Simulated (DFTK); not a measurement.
Runs of DFTK 0.8.2 on HPbNO4. The typed cell holds 7 atoms: a = 3.857 Å, b = 4.338 Å, c = 5.984 Å, α = 81.87°, β = 83.26°, γ = 87.68°. The cell was built by a generator and needn't be a form met in nature.

```csv
level,potentials or basis,k mesh,cutoff (eV),valence electrons,SCF solver,gap on the mesh (eV),pressure (GPa),largest force (eV/Å)
r2SCAN,SG15 1.2 (PBE),4 × 4 × 3,1225,"H 1, N 5, O 6, Pb 14",ScfAndersonSolver,0.50,-3.4,-
TASK,SG15 1.2 (PBE),4 × 4 × 3,1225,"H 1, N 5, O 6, Pb 14",ScfAndersonSolver,(a),3.7,1.27
LDA,dojo.nc.sr.lda.v0_4_1.stringent.upf (LDA),4 × 4 × 3,1252,"H 1, N 5, O 6, Pb 22",-,(c),(b),0.67
BJ06,"in-house norm-conserving set (r2SCAN, scalar relativistic)",4 × 4 × 3,1279,"H 1, N 5, O 6, Pb 14",ScfAndersonSolver,0.61,-,-
PBEsol,SG15 1.2 (PBE),5 × 4 × 3,1225,"H 1, N 5, O 6, Pb 14",-,0.56,-2.4,0.29
```

Alike in all rows: task band structure; no spin polarisation; cell as given; smearing fermi-dirac 0.05 eV.

Problem. Estimate the missing entries.

Solution. (a) 0.41; (b) -6.3; (c) 0.55.

Caveats: spin-orbit coupling is left out, which as a rule narrows the gap of such compounds by several tenths of an eV; the mesh misses the band edges, which the band path finds closer together; the potentials were made for another functional, which shifts forces and pressure (some runs); the real-space grid adds noise to forces (some runs); the forces don't sum to zero, a sign of grid noise (some runs); the program leaves the constant c of mgga_x_tb09 at 1, so the potential is Becke-Johnson's (BJ06) and not Tran and Blaha's, with levels but no total energy (some runs); the program warned that the kinetic-energy density falls under its von Weizsäcker bound, which can give unphysical results (some runs).

A k mesh can miss the band edges, and the runs leave out spin-orbit coupling on Pb.

Runs at the PBE level aren't shown here.
